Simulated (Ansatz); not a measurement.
# C6H4S4 (TTF): the cost of one run

Program: Ansatz 0.2.0, Gaussian basis. Level of theory: the settings change from run to run. These are calculated values, not measurements.

2 further runs of the same task are left out: 2 that didn't finish.

## (1) The geometry

The geometry comes from an earlier relaxation with PBE0-D4/def2-SVP; it is a stationary point, not always the lowest conformer.

14 atoms, charge 0, spin multiplicity 1.

Atoms are counted from 1 here; the program's logs count them from 0.

Bond lengths: C1–C2 1.340 Å, C1–S10 1.745 Å, C1–H11 1.091 Å, C2–S3 1.745 Å, C2–H12 1.091 Å, S3–C4 1.769 Å, C4–C5 1.351 Å, C4–S10 1.769 Å, C5–S6 1.769 Å, C5–S9 1.769 Å, S6–C7 1.745 Å, C7–C8 1.340 Å, C7–H13 1.091 Å, C8–S9 1.745 Å, C8–H14 1.091 Å. Angles: C2–C1–S10 117.9°, C2–C1–H11 124.5°, S10–C1–H11 117.5°, C1–C2–S3 117.9°, C1–C2–H12 124.5°, S3–C2–H12 117.5°, C2–S3–C4 94.8°, S3–C4–C5 122.8°, S3–C4–S10 114.5°, C5–C4–S10 122.8°, C4–C5–S6 122.8°, C4–C5–S9 122.8°, S6–C5–S9 114.5°, C5–S6–C7 94.8°, S6–C7–C8 117.9°, S6–C7–H13 117.5°, C8–C7–H13 124.5°, C7–C8–S9 117.9° and more.

## (2) B97M-V/cc-pVTZ

Contents of in.yaml:

```yaml
crystal:
  periodic: [false, false, false]
  atoms:
    - {symbol: C, position_ang: [-3.173858, 0.525078, 0.420068]}
    - {symbol: C, position_ang: [-3.127511, -0.808512, 0.301446]}
    - {symbol: S, position_ang: [-1.569900, -1.552880, 0.048004]}
    - {symbol: C, position_ang: [-0.671076, -0.029852, 0.071948]}
    - {symbol: C, position_ang: [0.670065, 0.030381, -0.080510]}
    - {symbol: S, position_ang: [1.671872, -1.407281, -0.320481]}
    - {symbol: C, position_ang: [3.174361, -0.525334, -0.416372]}
    - {symbol: C, position_ang: [3.127873, 0.808252, -0.297789]}
    - {symbol: S, position_ang: [1.568670, 1.553555, -0.057245]}
    - {symbol: S, position_ang: [-1.672798, 1.407957, 0.311410]}
    - {symbol: H, position_ang: [-4.086781, 1.100514, 0.579691]}
    - {symbol: H, position_ang: [-3.997633, -1.464570, 0.351536]}
    - {symbol: H, position_ang: [4.088067, -1.101175, -0.569932]}
    - {symbol: H, position_ang: [3.998659, 1.463868, -0.341762]}
basis:
  gaussian: {orbitals: cc-pVTZ}
hamiltonian: {xc: {name: B97M-V}}
```

Run with:

```sh
$ ansatz run in.yaml --threads 4 --pin off --events-out ev --progress --plain --max-ram 8704MiB
```

Q: Estimate wall time and peak memory on 4 threads of Arm Neoverse V2, shared host.

About 29 s, with a peak of 1 GiB.
